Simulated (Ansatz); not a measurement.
# C5HClF7GaO2: a ladder of functionals and wavefunction methods

One table from this session's results is given with a row withheld; the runs are named, their logs left out.

Computed with Ansatz 0.2.0, Gaussian basis. Level: functionals in def2-TZVPP, the program's frozen cores in correlated methods.

Plan: LDA (SPW92), PBE-D4, revPBE-D4, BLYP-D4, r2SCAN-D4, B97M-V, PBE0-D4, B3LYP-D4, r2SCANh-D4, r2SCAN0-D4, HSE06-D4, BHLYP-D4, CAM-B3LYP-D4, LC-ωPBE, ωB97X-V, ωB97M-V, B2PLYP, PBE-QIDH; CCSD(T)/def2-SVP; CCSD(T)/def2-TZVPP; MP2/def2-QZVPP; extrapolation to the limit; RPA on PBE.

### Structure used throughout

An earlier PBE0-D4 in a triple-zeta def2 set relaxation fixed the geometry.

SMILES `FC(F)(F)C1=CC(C(F)(F)F)=[O+][Ga-]([F])([Cl])[O]1`, 17 atoms, charge 0, spin multiplicity 1.

Atoms are counted from 1 here; the program's logs count them from 0.

Bond lengths: F1–C2 1.330 Å, C2–F3 1.328 Å, C2–F4 1.327 Å, C2–C5 1.537 Å, C5–C6 1.388 Å, C5–O16 1.260 Å, C6–C7 1.388 Å, C6–H17 1.077 Å, C7–C8 1.537 Å, C7–O12 1.260 Å, C8–F9 1.327 Å, C8–F10 1.330 Å, C8–F11 1.328 Å, O12–Ga13 1.913 Å, Ga13–F14 1.740 Å, Ga13–Cl15 2.114 Å, Ga13–O16 1.913 Å. Angles: F1–C2–F3 108.4°, F1–C2–F4 108.4°, F1–C2–C5 111.9°, F3–C2–F4 108.8°, F3–C2–C5 109.6°, F4–C2–C5 109.7°, C2–C5–C6 119.4°, C2–C5–O16 112.9°, C6–C5–O16 127.7°, C5–C6–C7 121.7°, C5–C6–H17 119.2°, C7–C6–H17 119.2°, C6–C7–C8 119.4°, C6–C7–O12 127.7°, C8–C7–O12 112.9°, C7–C8–F9 109.7°, C7–C8–F10 111.9°, C7–C8–F11 109.6° and more.

Set-up of the first run:

File in.yaml:

```yaml
crystal:
  periodic: [false, false, false]
  atoms:
    - {symbol: F, position_ang: [-1.411372, 1.022437, 2.681679]}
    - {symbol: C, position_ang: [-1.972884, 1.058360, 1.476218]}
    - {symbol: F, position_ang: [-3.086622, 0.335473, 1.510756]}
    - {symbol: F, position_ang: [-2.289011, 2.316931, 1.197656]}
    - {symbol: C, position_ang: [-1.035063, 0.506907, 0.389848]}
    - {symbol: C, position_ang: [0.220204, 0.034707, 0.748389]}
    - {symbol: C, position_ang: [1.100451, -0.481918, -0.192616]}
    - {symbol: C, position_ang: [2.474234, -1.000295, 0.263258]}
    - {symbol: F, position_ang: [3.434845, -0.331505, -0.362474]}
    - {symbol: F, position_ang: [2.648167, -0.858413, 1.574491]}
    - {symbol: F, position_ang: [2.585184, -2.289255, -0.037377]}
    - {symbol: O, position_ang: [0.921444, -0.596653, -1.434744]}
    - {symbol: Ga, position_ang: [-0.660219, -0.038634, -2.355093]}
    - {symbol: F, position_ang: [-0.242090, 1.392291, -3.252408]}
    - {symbol: Cl, position_ang: [-1.660485, -1.683073, -3.228862]}
    - {symbol: O, position_ang: [-1.544396, 0.545328, -0.762188]}
    - {symbol: H, position_ang: [0.517613, 0.067322, 1.783467]}
basis:
  gaussian: {orbitals: def2-TZVPP}
hamiltonian: {xc: lda}
output: {orbitals: {seedname: orbitals}}
```

Steps of the session up to this table: LDA; PBE-D4 (GGA); revPBE-D4 (GGA); BLYP-D4 (GGA); r2SCAN-D4 (meta-GGA); B97M-V (meta-GGA); PBE0-D4 (hybrid); B3LYP-D4 (hybrid); r2SCANh-D4 (hybrid); r2SCAN0-D4 (hybrid); HSE06-D4 (hybrid); BHLYP-D4 (hybrid); CAM-B3LYP-D4 (range-separated); LC-ωPBE-D4 (range-separated; the results give it without D4); ωB97X-V (range-separated); ωB97M-V (range-separated); B2PLYP (double hybrid); PBE-QIDH (double hybrid).

One of the session's tables, all rows but one given; the rest of the session is left out.

It belongs to the step «Frontier levels by functional». 

```
  functional  HOMO (eV)  LUMO (eV)  gap (eV)
 LDA (SPW92)      -8.07      -4.93      3.14
      PBE-D4      -7.82      -4.60      3.22
   revPBE-D4      -7.72      -4.47      3.25
     BLYP-D4      -7.67      -4.47      3.21
   r2SCAN-D4      -8.14      -4.58      3.55
      B97M-V      -8.12      -4.45      3.66
     PBE0-D4          ?          ?         ?
    B3LYP-D4      -8.84      -4.05      4.79
  r2SCANh-D4      -8.59      -4.30      4.30
  r2SCAN0-D4      -9.27      -3.85      5.42
    HSE06-D4      -8.65      -4.23      4.42
    BHLYP-D4     -10.15      -2.92      7.23
CAM-B3LYP-D4     -10.35      -2.80      7.55
     LC-ωPBE     -11.59      -1.71      9.88
     ωB97X-V     -11.25      -1.70      9.56
     ωB97M-V     -11.16      -1.72      9.43
```

**Question.** Estimate the row for PBE0-D4.

**Answer.** HOMO (eV): -9.05; LUMO (eV): -3.85; gap (eV): 5.20. In the column «HOMO (eV)» it lies between r2SCAN0-D4 (-9.27) and B3LYP-D4 (-8.84).
